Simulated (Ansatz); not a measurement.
**B₂H₄OSi: a ladder of functionals and wavefunction methods**

An exercise on one series of results from a longer session: the logs are not shown, and one member is left open.

Program: Ansatz 0.2.0, Gaussian basis. Level of theory: functionals in def2-TZVPP, the program's frozen cores in correlated methods. These are calculated values, not measurements.

The runs, in order: LDA (SPW92), PBE-D4, revPBE-D4, BLYP-D4, r2SCAN-D4, B97M-V, PBE0-D4, B3LYP-D4, r2SCANh-D4, r2SCAN0-D4, HSE06-D4, BHLYP-D4, CAM-B3LYP-D4, LC-ωPBE, ωB97X-V, ωB97M-V, B2PLYP, PBE-QIDH; CCSD(T)/def2-SVP; CCSD(T)/def2-TZVPP; MP2/def2-QZVPP; extrapolation to the limit; RPA on PBE.

1 further run of the same task is left out (it didn't finish).

### The geometry

All runs share one geometry, relaxed beforehand with PBE0-D4 in a triple-zeta def2 set.

8 atoms, charge 0, spin multiplicity 1.

Atoms are counted from 1 here; the program's logs count them from 0.

Bond lengths: B1–Si2 1.952 Å, B1–H5 1.195 Å, B1–H6 1.194 Å, Si2–B3 1.935 Å, Si2–O4 1.774 Å, Si2–H7 1.482 Å, B3–O4 1.324 Å, B3–H8 1.189 Å. Angles: Si2–B1–H5 120.6°, Si2–B1–H6 120.0°, H5–B1–H6 119.1°, B1–Si2–B3 119.5°, B1–Si2–O4 116.0°, B1–Si2–H7 122.2°, B3–Si2–O4 41.5°, B3–Si2–H7 118.2°, O4–Si2–H7 109.2°, Si2–B3–O4 62.7°, Si2–B3–H8 163.5°, O4–B3–H8 133.8°, Si2–O4–B3 75.8°.

As a file:

```csv
atom,x (Å),y (Å),z (Å)
B1,-0.5995,1.4961,-0.3674
Si2,0.6426,-0.0014,-0.2119
B3,-0.0142,-1.7285,0.3634
O4,0.5336,-0.9502,1.2830
H5,-0.5945,2.1913,-1.3394
H6,-1.4550,1.6499,0.4520
H7,2.0639,0.1061,-0.6193
H8,-0.4847,-2.8203,0.3837
```

Set-up of the first run:

in.yaml reads:

```yaml
crystal:
  periodic: [false, false, false]
  atoms:
    - {symbol: B, position_ang: [-0.599527, 1.496064, -0.367359]}
    - {symbol: Si, position_ang: [0.642577, -0.001443, -0.211902]}
    - {symbol: B, position_ang: [-0.014248, -1.728521, 0.363440]}
    - {symbol: O, position_ang: [0.533613, -0.950159, 1.283040]}
    - {symbol: H, position_ang: [-0.594453, 2.191250, -1.339412]}
    - {symbol: H, position_ang: [-1.455002, 1.649852, 0.451976]}
    - {symbol: H, position_ang: [2.063897, 0.106090, -0.619259]}
    - {symbol: H, position_ang: [-0.484654, -2.820332, 0.383677]}
basis:
  gaussian: {orbitals: def2-TZVPP}
hamiltonian: {xc: lda}
output: {orbitals: {seedname: orbitals}}
```

The run is started by

```
$ ansatz run in.yaml --threads 2 --pin off --events-out ev --progress --plain --max-ram 4352MiB
```

Steps of the session up to this table: LDA; PBE-D4 (GGA); revPBE-D4 (GGA); BLYP-D4 (GGA); r2SCAN-D4 (meta-GGA); B97M-V (meta-GGA); PBE0-D4 (hybrid); B3LYP-D4 (hybrid); r2SCANh-D4 (hybrid); r2SCAN0-D4 (hybrid); HSE06-D4 (hybrid); BHLYP-D4 (hybrid); CAM-B3LYP-D4 (range-separated); LC-ωPBE (range-separated); ωB97X-V (range-separated); ωB97M-V (range-separated); B2PLYP (double hybrid); PBE-QIDH (double hybrid).

One table of the session follows, with a row left open; its other results are not shown here.

It belongs to the step «Frontier levels by functional». 

```
  functional  HOMO (eV)  LUMO (eV)  gap (eV)
 LDA (SPW92)      -6.15      -3.74      2.41
      PBE-D4      -5.99      -3.51      2.49
   revPBE-D4      -5.93      -3.41      2.52
     BLYP-D4      -5.83      -3.34      2.49
   r2SCAN-D4      -6.13      -3.27      2.86
      B97M-V          ?          ?         ?
     PBE0-D4      -6.93      -2.66      4.28
    B3LYP-D4      -6.75      -2.83      3.92
  r2SCANh-D4      -6.49      -2.97      3.52
  r2SCAN0-D4      -7.03      -2.51      4.52
    HSE06-D4      -6.54      -3.03      3.51
    BHLYP-D4      -7.79      -1.67      6.11
CAM-B3LYP-D4      -8.13      -1.59      6.54
     LC-ωPBE      -9.36      -0.50      8.86
     ωB97X-V      -9.05      -0.56      8.49
     ωB97M-V      -8.92      -0.75      8.16
```

**Question.** Estimate the row for B97M-V.

As computed: HOMO (eV): -6.16; LUMO (eV): -3.35; gap (eV): 2.82. In the column «HOMO (eV)» it lies between r2SCANh-D4 (-6.49) and LDA (SPW92) (-6.15).
